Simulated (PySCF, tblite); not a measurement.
# C₆H₁₃P: infrared bands and NMR shifts

Aim: predict the infrared bands and NMR shifts of C₆H₁₃P (`C/C=C\PC(C)C`).

Computed with tblite 0.8.0 and PySCF 2.14.0, with density-fitted response routines of our own, on a single molecule in the gas phase. Atoms count from 0, in the outputs and in this text.

**1. The starting structure**

20 atoms, charge 0, multiplicity 1; geometry from: GFN2-xTB.

Bonds of the start (Å): C0–C1 1.49, C1–C2 1.33, C2–P3 1.82, P3–C4 1.87, C4–C5 1.53, C4–C6 1.52, C0–H7 1.09, C0–H8 1.09, C0–H9 1.09, C1–H10 1.08, C2–H11 1.08, P3–H12 1.40, C4–H13 1.10, C5–H14 1.09, C5–H15 1.09, C5–H16 1.09, C6–H17 1.09, C6–H18 1.09, C6–H19 1.09.

**2. Infrared spectrum with GFN2-xTB**

Job settings and geometry (Å):

```
{"job": {"kind": "ir", "xc": "GFN2-xTB", "basis": "xTB"}, "charge": 0, "multiplicity": 1}
C      3.243802     0.036808     0.079532
C      2.341566    -0.948323    -0.579288
C      1.080112    -0.720597    -0.923399
P      0.202627     0.863382    -0.754917
C     -1.539170     0.185555    -0.606349
C     -2.516783     1.353126    -0.503920
C     -1.701177    -0.770408     0.570080
H      4.157075     0.150797    -0.503750
H      3.528356    -0.311079     1.073140
H      2.759346     1.007626     0.164727
H      2.779339    -1.921708    -0.771426
H      0.519254    -1.486604    -1.448291
H      0.391024     1.012114     0.626794
H     -1.733835    -0.355235    -1.542696
H     -2.324524     1.928243     0.400552
H     -2.411176     2.018845    -1.358629
H     -3.543460     0.991710    -0.470250
H     -0.989965    -1.592145     0.511998
H     -2.707781    -1.187013     0.580963
H     -1.539776    -0.244415     1.510081
```

**Question.** This job is followed by: GIAO PBE0/pcSseg-1 NMR shielding, non-relativistic, gas phase. Predict these results of the whole session: strongest single infrared mode (GFN2-xTB); zero-point energy (GFN2-xTB); 13C shifts against TMS (PBE0/pcSseg-1, means over atoms taken as alike); 1H shifts against TMS (PBE0/pcSseg-1, means over atoms taken as alike); 31P shifts against H3PO4 (PBE0/pcSseg-1).

The runs gave:

| quantity | value |
| --- | --- |
| strongest single infrared mode (GFN2-xTB) | 2227 cm⁻¹, 175 km/mol |
| zero-point energy (GFN2-xTB) | 107.3 kcal/mol |
| 13C shifts against TMS (PBE0/pcSseg-1, means over atoms taken as alike) | 142.3, 133.4, 29.7, 26.3, 21.0 ppm |
| 1H shifts against TMS (PBE0/pcSseg-1, means over atoms taken as alike) | 6.32, 5.67, 3.67, 1.86, 1.56, 1.30 ppm |
| 31P shifts against H3PO4 (PBE0/pcSseg-1) | -61.6 ppm |

No mode is imaginary among the 54: a minimum at this level. The strongest single mode, at 2227 cm⁻¹, moves mainly H12. Unscaled tight-binding wavenumbers are off by several per cent, some by more. Its intensities can rank the bands wrongly. At PBE0/pcSseg-1: Shielding is most anisotropic at C1 (span 235 ppm, paramagnetic term -211 ppm).
